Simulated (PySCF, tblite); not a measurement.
**C₄H₇ClOSi: geometry, infrared bands and NMR shifts**

What infrared bands and NMR shifts should C₄H₇ClOSi (`C=C1CO[Si@@]1(C)Cl`) show?

Computed with tblite 0.8.0 and PySCF 2.14.0, with density-fitted response routines of our own, on a single molecule in the gas phase. Atoms count from 0, in the outputs and in this text.

### Step 1. Starting geometry

14 atoms, charge 0, multiplicity 1; geometry from: force field or distance geometry start.

Bonds of the start (Å): C0–C1 1.33, C1–C2 1.49, C2–O3 1.40, O3–Si4 1.69, Si4–C5 1.85, Si4–Cl6 2.08, Si4–C1 1.84, C0–H7 1.07, C0–H8 1.10, C2–H9 1.10, C2–H10 1.11, C5–H11 1.12, C5–H12 1.11, C5–H13 1.12.

### Step 2. Relaxing the molecule with GFN2-xTB

What the job is given:

```
{"job": {"kind": "relax", "xc": "GFN2-xTB", "basis": "xTB"}, "charge": 0, "multiplicity": 1}
C      2.182000     0.593400    -0.461500
C      1.061900     0.054600     0.018400
C      0.524300    -1.294100     0.362000
O      0.007400    -0.763400     1.551200
Si    -0.587500     0.543700     0.659100
C     -1.976100     0.173200    -0.504600
Cl    -0.660700     2.372400     1.641600
H      3.051500     0.037900    -0.760600
H      2.183900     1.685000    -0.550300
H      1.256200    -2.071700     0.614900
H     -0.232800    -1.625100    -0.379900
H     -1.587400     0.285400    -1.547500
H     -2.378200    -0.846900    -0.321200
H     -2.845100     0.855100    -0.343500
```

Run with:

```console
> OMP_NUM_THREADS=1 python probes_run.py task.json out
```

The driver reads the jobs from task.json and runs them one after another.

**Question.** This job is followed by: GFN2-xTB harmonic vibrations, gas phase; GIAO PBE0/pcSseg-1 NMR shielding, non-relativistic, gas phase. Predict these results of the whole session: strongest single infrared mode (GFN2-xTB); zero-point energy (GFN2-xTB); 13C shifts against TMS (PBE0/pcSseg-1); 1H shifts against TMS (PBE0/pcSseg-1, means over atoms taken as alike); 17O shifts against H2O (PBE0/pcSseg-1); 29Si shifts against TMS (PBE0/pcSseg-1); 35Cl shifts against HCl (PBE0/pcSseg-1).

**Answer**, as computed:

| quantity | value |
| --- | --- |
| strongest single infrared mode (GFN2-xTB) | 863 cm⁻¹, 242 km/mol |
| zero-point energy (GFN2-xTB) | 63.7 kcal/mol |
| 13C shifts against TMS (PBE0/pcSseg-1) | 167.8, 127.9, 75.5, 6.8 ppm |
| 1H shifts against TMS (PBE0/pcSseg-1, means over atoms taken as alike) | 5.82, 5.78, 5.09, 5.08, 0.53 ppm |
| 17O shifts against H2O (PBE0/pcSseg-1) | 92.4 ppm |
| 29Si shifts against TMS (PBE0/pcSseg-1) | 25.5 ppm |
| 35Cl shifts against HCl (PBE0/pcSseg-1) | 99 ppm |

Over 124 steps the energy fell by 1.370 eV; of the close pairs, Si4–Cl6 changed most, 2.077 to 2.017 Å. All 36 modes are real, so the xTB geometry is a minimum. The strongest single mode, at 863 cm⁻¹, is spread over several atoms, Si4, H13, H11, O3 among them. Unscaled tight-binding wavenumbers are off by several per cent, some by more. Its intensities can rank the bands wrongly. At PBE0/pcSseg-1: Shielding is most anisotropic at Cl6 (span 241 ppm, paramagnetic term -298 ppm).
